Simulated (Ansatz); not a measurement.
## C3H8Sn, SMILES C=[C](C)[SnH3]: an atomisation energy, step by step

With the Ansatz DFT code, driven from Python.

Notebook, run cell by cell (the value of a cell's last expression is shown):

```python
from collections import Counter

import ansatz as az
```

```python
def energy(molecule, charge=0, unpaired=0):
    calc = molecule.calculation().basis(gaussian="def2-TZVP").functional("HF")
    if charge:
        calc = calc.charge(charge)
    if unpaired:
        calc = calc.spin("collinear", total=unpaired)
    report = calc.run(threads=1).report
    if report["published_state_doubts"]:
        print("  doubts:", report["published_state_doubts"])
    return report["free_energy_ev"]

geometry_ang = [
    ("C", [-0.8776, 1.3349, 0.0116]),
    ("C", [-0.2055, 0.2693, 0.1869]),
    ("C", [0.0492, -0.26, 1.5466]),
    ("Sn", [0.6478, -0.7585, -1.4964]),
    ("H", [-1.1147, 1.7376, -1.0217]),
    ("H", [-1.3355, 1.9489, 0.8381]),
    ("H", [-0.298, -1.2884, 1.6483]),
    ("H", [1.218, -0.277, 1.7143]),
    ("H", [-0.3717, 0.3853, 2.3954]),
    ("H", [1.6346, 0.2957, -2.3705]),
    ("H", [-0.7605, -1.2839, -2.4942]),
    ("H", [1.491, -2.159, -0.9244]),
]
molecule = az.Crystal.molecule()
for symbol, xyz in geometry_ang:
    molecule = molecule.atom(symbol, xyz)
```

```python
# unpaired electrons of the ground-state atoms
unpaired = {"C": 2, "Sn": 2, "H": 1}
counts = Counter(site.symbol for site in molecule.cartesian_sites)
atom_energy = {s: energy(az.Crystal.molecule().atom(s, (0, 0, 0)), 0, unpaired[s]) for s in counts}
whole = energy(molecule, 0, 0)
for s, e in atom_energy.items():
    print(f"{s:2s} x{counts[s]}  {e:14.5f} eV")
print(f"C3H8Sn: {whole:.5f} eV")
split = sum(counts[s] * e for s, e in atom_energy.items()) - whole
print(f"atomisation energy (no zero-point term): {96.485332 * split:.1f} kJ/mol, {split / sum(counts.values()):.3f} eV an atom")
```

    C  x3     -1025.66459 eV
    Sn x1     -5805.27487 eV
    H  x8       -13.60052 eV
    C3H8Sn: -9022.79945 eV
    atomisation energy (no zero-point term): 3061.2 kJ/mol, 2.644 eV an atom

3061.2 kJ/mol from the electronic energies, without the zero-point term.

What to keep in mind:
- Total energies depend on the basis set; only differences at equal settings carry meaning.
- The geometry is a force-field or estimated start, not a minimum of this method, and the basis set is short of its limit. All parts are taken at fixed geometry, without zero-point energy.
- def2 sets replace the cores of elements past krypton by effective core potentials.
- Hartree-Fock leaves correlation out, so bond, atomisation and ionisation energies come out well too low.
- The spin-orbit lowering of heavy atoms is left out.
- Wall time of the script: 6.1 s on 1 thread of Arm Neoverse N1, with other jobs on the host, peak memory 0.39 GiB.
